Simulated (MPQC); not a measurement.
# CH3K (SMILES [CH3][K]) at 6 levels

Aim: a comparison of 6 runs (HF/STO-3G, HF/3-21G, HF/def2-SVP, PBE/6-31G*, BLYP/def2-SVP, PBE0/def2-SVP) of CH3K. 

Program for the calculation: MPQC 2.3.1.

## Step 1: Starting point

CH3K: 5 atoms, total charge 0, spin state singlet. As SMILES, `[CH3][K]`. Geometry: relaxed at PBE0-D4/def2-TZVP.

Bond lengths: C1–K2 2.676 Å, C1–H3 1.098 Å, C1–H4 1.098 Å, C1–H5 1.098 Å. Angles: K2–C1–H3 111.7°, K2–C1–H4 111.7°, K2–C1–H5 111.7°, H3–C1–H4 107.2°, H3–C1–H5 107.2°, H4–C1–H5 107.2°.

## Step 2: Energy and forces at HF/STO-3G (run 1)

The input, run.in:

```
% emacs should use -*- KeyVal -*- mode
molecule<Molecule>: (
   symmetry = c1
   unit = angstrom
   { atoms geometry } = {
      C  [ -0.241700 0.077100 -0.123300 ]
      K  [ 2.067700 -0.765900 0.932700 ]
      H  [ -1.091400 -0.130700 0.540300 ]
      H  [ -0.452400 -0.413600 -1.082700 ]
      H  [ -0.232300 1.159400 -0.308300 ]
   }
)
basis<GaussianBasisSet>: (
   name = "STO-3G"
   molecule = $:molecule
   basisdir = "."
   puream = yes
)
mpqc: (
   checkpoint = no
   savestate = no
   restart = no
   do_energy = yes
   do_gradient = yes
   optimize = no
   mole<CLHF>: (
      molecule = $:molecule
      basis = $:basis
      total_charge = 0
      memory = 1000000000
      print_evals = yes
      maxiter = 120
      value_accuracy = 1e-08
      guess_wavefunction<CLHF>: (
         molecule = $:molecule
         total_charge = 0
         memory = 1000000000
         value_accuracy = 1e-3
         basis<GaussianBasisSet>: (
            name = "STO-3G"
            molecule = $:molecule
         )
      )
   )
)
```

The basis set STO-3G is read from a file made from the Basis Set Exchange's data (not shown).

Started as:

```
$ mpqc run.in > run.out
```

What it wrote:

```text
MPQC: Massively Parallel Quantum Chemistry
[...]
  LUMO is    15   A =   0.178528
  total scf energy = -632.1655159368
[...]
Value of the MolecularEnergy: -632.1655159368
  Gradient of the MolecularEnergy:
      1   -0.0022957814
      2    0.0007921919
      3   -0.0009989955
      4    0.0119354878
      5   -0.0043557211
      6    0.0054558951
      7   -0.0081398551
      8   -0.0021384923
      9    0.0066584543
     10   -0.0018387047
     11   -0.0049398706
     12   -0.0093864659
[...]
      symmetry = c1
[...]
```

Wall time 0.4 s (1 thread of Intel Xeon Platinum 8488C (Sapphire Rapids), shared host).

## Step 3: Energy and gradient at HF/3-21G (run 2)

The input, input.in:

```
% emacs should use -*- KeyVal -*- mode
molecule<Molecule>: (
    symmetry = c1
    unit = angstrom
    { atoms geometry } = {
        C  [ -0.241700 0.077100 -0.123300 ]
        K  [ 2.067700 -0.765900 0.932700 ]
        H  [ -1.091400 -0.130700 0.540300 ]
        H  [ -0.452400 -0.413600 -1.082700 ]
        H  [ -0.232300 1.159400 -0.308300 ]
    }
)
basis<GaussianBasisSet>: (
    name = "3-21G"
    molecule = $:molecule
    basisdir = "."
    puream = yes
)
mpqc: (
    checkpoint = no
    savestate = no
    restart = no
    do_energy = yes
    do_gradient = yes
    optimize = no
    mole<CLHF>: (
        molecule = $:molecule
        basis = $:basis
        total_charge = 0
        memory = 1000000000
        print_evals = yes
        maxiter = 120
        value_accuracy = 1e-08
        guess_wavefunction<CLHF>: (
            molecule = $:molecule
            total_charge = 0
            memory = 1000000000
            value_accuracy = 1e-3
            basis<GaussianBasisSet>: (
                name = "MINI (Huzinaga)"
                molecule = $:molecule
            )
        )
    )
)
```

The basis set 3-21G is read from a file made from the Basis Set Exchange's data (not shown).

Started as:

```
$ mpqc input.in > input.out
```

What it wrote:

```text
MPQC: Massively Parallel Quantum Chemistry
[...]
  LUMO is    15   A =  -0.002855
  total scf energy = -635.4808861155
[...]
Value of the MolecularEnergy: -635.4808861155
  Gradient of the MolecularEnergy:
      1    0.0090190421
      2   -0.0033233067
      3    0.0041574527
      4   -0.0066720048
      5    0.0024357535
      6   -0.0030513918
      7   -0.0018105179
      8   -0.0004065484
      9    0.0013406934
     10   -0.0004970638
     11   -0.0009958844
     12   -0.0020270625
[...]
      symmetry = c1
[...]
```

It took 0.93 s on 1 thread of Intel Xeon Platinum 8488C (Sapphire Rapids), shared host.

Runs 3 to 4 aren't shown in full; the table further down has their settings and results.

## Step 4: Energy and forces at BLYP/def2-SVP (run 5)

The input, input.in:

```
% CH3K
molecule<Molecule>: (
    symmetry = c1
    unit = angstrom
    { atoms geometry } = {
        C  [ -0.241700     0.077100    -0.123300 ]
        K  [ 2.067700    -0.765900     0.932700 ]
        H  [ -1.091400    -0.130700     0.540300 ]
        H  [ -0.452400    -0.413600    -1.082700 ]
        H  [ -0.232300     1.159400    -0.308300 ]
    }
)
basis<GaussianBasisSet>: (
    name = "def2-SVP"
    molecule = $:molecule
    basisdir = "."
    puream = yes
)
mpqc: (
    checkpoint = no
    savestate = no
    restart = no
    do_energy = yes
    do_gradient = yes
    optimize = no
    mole<CLKS>: (
        molecule = $:molecule
        basis = $:basis
        total_charge = 0
        memory = 1000000000
        print_evals = yes
        maxiter = 120
        value_accuracy = 1e-08
        functional<StdDenFunctional>: ( name = "BLYP" )
        integrator<RadialAngularIntegrator>: ( grid = xfine )
        guess_wavefunction<CLHF>: (
            molecule = $:molecule
            total_charge = 0
            memory = 1000000000
            value_accuracy = 1e-3
            basis<GaussianBasisSet>: (
                name = "3-21G"
                molecule = $:molecule
            )
        )
    )
)
```

The basis set def2-SVP is read from a file made from the Basis Set Exchange's data (not shown).

Started as:

```
$ mpqc input.in > input.out
```

What it wrote:

```text
MPQC: Massively Parallel Quantum Chemistry
[...]
  WARNING: BeckeIntegrationWeight usually uses the atomic maximum
           probability radius, however this is not available for
[...]
  Integrated electron density error = 0.018268684536
  iter     1 energy = -639.6167183904 delta = 1.98881e-01
[...]
  Integrated electron density error = 0.000013385961
  iter    23 energy = -639.6480161485 delta = 1.07627e-07
  Integrated electron density error = 0.000013385966
  iter    24 energy = -639.6480161485 delta = 4.14034e-08
  Integrated electron density error = 0.000013385967
  iter    25 energy = -639.6480161485 delta = 4.17836e-08
[...]
  LUMO is    15   A =  -0.058900
  total scf energy = -639.6480161485
[...]
  Integrated electron density error = 0.000013350202
  Total Gradient:
[...]
Value of the MolecularEnergy: -639.6480161485
  Gradient of the MolecularEnergy:
      1   -0.0027482996
      2    0.0008953691
      3   -0.0012656855
      4   -0.0036985989
      5    0.0013706462
      6   -0.0016219485
      7    0.0067799266
      8    0.0023301095
      9   -0.0066496298
     10    0.0008507127
     11    0.0049714152
     12    0.0083488958
[...]
        symmetry = c1
[...]
```

Run time: 35 s. Hardware: 1 thread of Intel Xeon Platinum 8488C (Sapphire Rapids), shared host; peak memory 0.27 GiB.

## Step 5: Energy and gradient at PBE0/def2-SVP (run 6)

The input, input.in:

```
% CH3K
molecule<Molecule>: (
   symmetry = c1
   unit = angstrom
   { atoms geometry } = {
      C  [ -0.241700 0.077100 -0.123300 ]
      K  [ 2.067700 -0.765900 0.932700 ]
      H  [ -1.091400 -0.130700 0.540300 ]
      H  [ -0.452400 -0.413600 -1.082700 ]
      H  [ -0.232300 1.159400 -0.308300 ]
   }
)
basis<GaussianBasisSet>: (
   name = "def2-SVP"
   molecule = $:molecule
   basisdir = "."
   puream = yes
)
mpqc: (
   checkpoint = no
   savestate = no
   restart = no
   do_energy = yes
   do_gradient = yes
   optimize = no
   mole<CLKS>: (
      molecule = $:molecule
      basis = $:basis
      total_charge = 0
      memory = 1000000000
      print_evals = yes
      maxiter = 120
      value_accuracy = 1e-08
      functional<SumDenFunctional>: (
         a0 = 0.25
         coefs = [ 0.75 1 ]
         funcs: [ <PBEXFunctional>: () <PBECFunctional>: () ]
      )
      integrator<RadialAngularIntegrator>: ( grid = xfine )
      guess_wavefunction<CLHF>: (
         molecule = $:molecule
         total_charge = 0
         memory = 1000000000
         value_accuracy = 1e-3
         basis<GaussianBasisSet>: (
            name = "3-21G"
            molecule = $:molecule
         )
      )
   )
)
```

The basis set def2-SVP is read from a file made from the Basis Set Exchange's data (not shown).

Started as:

```
$ mpqc input.in > input.out
```

What it wrote:

```text
MPQC: Massively Parallel Quantum Chemistry
[...]
  WARNING: BeckeIntegrationWeight usually uses the atomic maximum
           probability radius, however this is not available for
[...]
  Integrated electron density error = 0.018268684536
  iter     1 energy = -639.4279185932 delta = 1.98881e-01
[...]
  Integrated electron density error = 0.000013840889
  iter    17 energy = -639.4549962433 delta = 2.70452e-07
  Integrated electron density error = 0.000013840900
  iter    18 energy = -639.4549962434 delta = 5.92433e-08
  Integrated electron density error = 0.000013840925
  iter    19 energy = -639.4549962435 delta = 3.45289e-08
[...]
  LUMO is    15   A =  -0.040657
  total scf energy = -639.4549962435
[...]
  Integrated electron density error = 0.000013820052
  Total Gradient:
[...]
Value of the MolecularEnergy: -639.4549962435
  Gradient of the MolecularEnergy:
      1   -0.0053367995
      2    0.0018499671
      3   -0.0024380854
      4   -0.0011342812
      5    0.0004365469
      6   -0.0004674465
      7    0.0045976343
      8    0.0008546016
      9   -0.0030328655
     10    0.0014728597
     11    0.0022484517
     12    0.0048525087
[...]
        symmetry = c1
[...]
```

Run time: 33 s. Hardware: 1 thread of Intel Xeon Platinum 8488C (Sapphire Rapids), shared host; peak memory 0.23 GiB.

## Step 6: Overview of the runs

```
run                             level   starting guess  integration grid  energy (Eh)  HOMO energy (eV)  LUMO energy (eV)  HOMO–LUMO gap (eV)  wall time
  1                         HF/STO-3G           STO-3G                 –  -632.165516             -3.93              4.86                8.78      0.4 s
  2                          HF/3-21G  MINI (Huzinaga)                 –  -635.480886             -5.55             -0.08                5.47     0.93 s
  3                       HF/def2-SVP  MINI (Huzinaga)                 –  -638.603994             -5.91              0.03                5.94      2.8 s
  4  PBE/6-31G* (spherical functions)            3-21G             xfine  -639.469569             -2.89             -1.55                1.33       45 s
  5                     BLYP/def2-SVP            3-21G             xfine  -639.648016             -2.90             -1.60                1.30       35 s
  6                     PBE0/def2-SVP            3-21G             xfine  -639.454996             -3.69             -1.11                2.58       33 s
```

## Step 7: Summary of results

| quantity | value |
| --- | --- |
| run 6: total energy | -639.45500 Eh |
| run 6: HOMO energy | -3.69 eV |
| run 6: LUMO energy | -1.11 eV |
| run 6: HOMO–LUMO gap | 2.58 eV |
| run 6: largest force on an atom | 0.316 eV/Å |

The HOMO–LUMO gap runs from 1.30 eV (BLYP/def2-SVP) to 8.78 eV (HF/STO-3G). The two ends differ in method and basis. Totals of different functionals can't be ranked against each other. In run 1 the basis is minimal, so the values are rough. All runs together took 1.9 min, the longest 45 s.
